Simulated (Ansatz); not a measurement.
**B2O2 (diboron dioxide) at revPBE/aug-cc-pVDZ**

What is the vertical electron affinity of B2O2 (diboron dioxide) at revPBE/aug-cc-pVDZ? 

Program for the calculation: Ansatz 0.2.0.

47 further runs of the same task are left out: 5 that didn't finish, 42 set aside as unsound or not needed.

### Step 1. The system as given

B2O2 has 4 atoms, charge 0, and is taken as a singlet. As SMILES, `O=BB=O`. The coordinates come from a PBE0-D4/def2-TZVP relaxation.

Bond lengths: O1–B2 1.197 Å, B2–B3 1.640 Å, B3–O4 1.197 Å. Angles: O1–B2–B3 180.0°, B2–B3–O4 180.0°.

### Step 2. The energy at revPBE/aug-cc-pVDZ

Contents of molecule.yaml:

```yaml
crystal:
  periodic: [false, false, false]
  atoms:
    - {symbol: O, position_ang: [-0.743090, 0.459760, 1.817650]}
    - {symbol: B, position_ang: [-0.302300, 0.187070, 0.739120]}
    - {symbol: B, position_ang: [0.302150, -0.186920, -0.739220]}
    - {symbol: O, position_ang: [0.743230, -0.459920, -1.817550]}
basis:
  gaussian:
    orbitals: aug-cc-pVDZ
hamiltonian:
  xc: {name: revPBE}
accuracy: high
output: {orbitals: {seedname: orbitals}}
```

Started as:

```bash
$ ansatz run molecule.yaml --threads 1 --pin off --max-ram 3480MiB --events-out events.jsonl --progress --plain --runs-dir runs
```

Log:

```text
Warning: RAYON_NUM_THREADS=1 ignored (pool sized by the plan → 1); use --threads N
Functional definition: revPBE
  name "revPBE"
  parameter kappa = 1.245
  parameter beta = 0.06672455060314922
  exchange = pbe_x(kappa = kappa, mu = beta*pi^2/3)
  correlation = pbe_c(beta = beta)
1577 factors; integrals over basis functions are off by at most 2.7e-9 eV
mean field evaluation 1: about -5436.8462 eV, gradient 7.9e1 eV
mean field evaluation 2: about -5338.6400 eV, gradient 2.2e2 eV
mean field evaluation 4: about -5447.6841 eV, gradient 8.2e0 eV
mean field evaluation 8: about -5447.8473 eV, gradient 3.9e-1 eV
mean field evaluation 16: about -5447.8476 eV, gradient 1.6e-6 eV
mean field -5447.84762496 eV, -200.2047075335 hartree, gradient 1.7e-8 eV, S^2 0.000000; 0 other end points of the search recorded, 0 dependent functions left out
reference -5447.84763375 eV, -200.2047078565 hartree; 13, 13 occupied and 79, 79 virtual orbitals, 1577 factors
Total energy: -5447.84763375 eV, -200.2047078565 hartree
```

Wall time 2.1 s (1 thread of Intel Xeon 6975P-C (Granite Rapids), shared host); peak memory 0.21 GiB.

### Step 3. The doublet anion, same level

Contents of run.yaml:

```yaml
crystal:
  periodic: [false, false, false]
  atoms:
    - {symbol: O, position_ang: [-0.743090, 0.459760, 1.817650]}
    - {symbol: B, position_ang: [-0.302300, 0.187070, 0.739120]}
    - {symbol: B, position_ang: [0.302150, -0.186920, -0.739220]}
    - {symbol: O, position_ang: [0.743230, -0.459920, -1.817550]}
basis:
  gaussian:
    orbitals: aug-cc-pVDZ
total_charge: -1
magnetization:
  spin_polarized: true
  initial_magnetization: 1
hamiltonian:
  xc: {name: revPBE}
accuracy: high
output:
  orbitals: {seedname: orbitals}
```

Started as:

```bash
$ ansatz run run.yaml --threads 1 --pin off --max-ram 3480MiB --events-out events.jsonl --progress --plain --runs-dir runs
```

Log, cut to the lines that bear on the results:

```text
Warning: RAYON_NUM_THREADS=1 ignored (pool sized by the plan → 1); use --threads N
[... 6 set-up lines as earlier in the session ...]
1577 factors; integrals over basis functions are off by at most 2.7e-9 eV
mean field evaluation 1: about -5445.9416 eV, gradient 2.1e1 eV
mean field evaluation 2: about -5437.7104 eV, gradient 4.7e1 eV
mean field evaluation 4: about -5448.0128 eV, gradient 3.3e0 eV
mean field evaluation 8: about -5448.1194 eV, gradient 5.1e-2 eV
mean field evaluation 16: about -5448.1194 eV, gradient 5.9e-5 eV
mean field evaluation 32: about -5448.1194 eV, gradient 2.0e-4 eV
mean field evaluation 64: about -5447.4611 eV, gradient 4.6e0 eV
mean field -5448.11942790 eV, -200.2146961074 hartree, gradient 2.3e-8 eV, S^2 0.751296; 10 other end points of the search recorded, 0 dependent functions left out
reference -5448.11943258 eV, -200.2146962794 hartree; 14, 13 occupied and 78, 79 virtual orbitals, 1577 factors
Total energy: -5448.11943258 eV, -200.2146962794 hartree
```

Wall time 24 s (1 thread of Intel Xeon 6975P-C (Granite Rapids), shared host); peak memory 0.29 GiB.

### Step 4. Summary of results

Level: revPBE/aug-cc-pVDZ.

```
                                         quantity          value
                       singlet B2O2: total energy  -200.20471 Eh
                        singlet B2O2: HOMO energy       -9.42 eV
                        singlet B2O2: LUMO energy       -3.27 eV
                      singlet B2O2: HOMO–LUMO gap        6.15 eV
                      doublet anion: total energy  -200.21470 Eh
doublet anion: HOMO energy (highest over α and β)        2.25 eV
 doublet anion: LUMO energy (lowest over α and β)        2.52 eV
                              doublet anion: ⟨S²⟩          0.751
vertical electron affinity (to the doublet anion)       0.272 eV
```

**Reading.** At fixed nuclei the extra electron is bound by 0.27 eV (6.3 kcal/mol). The HOMO (doublet anion) lies at positive energy, 2.25 eV, as semi-local functionals often give for anions; only total energies tell whether the electron is bound.
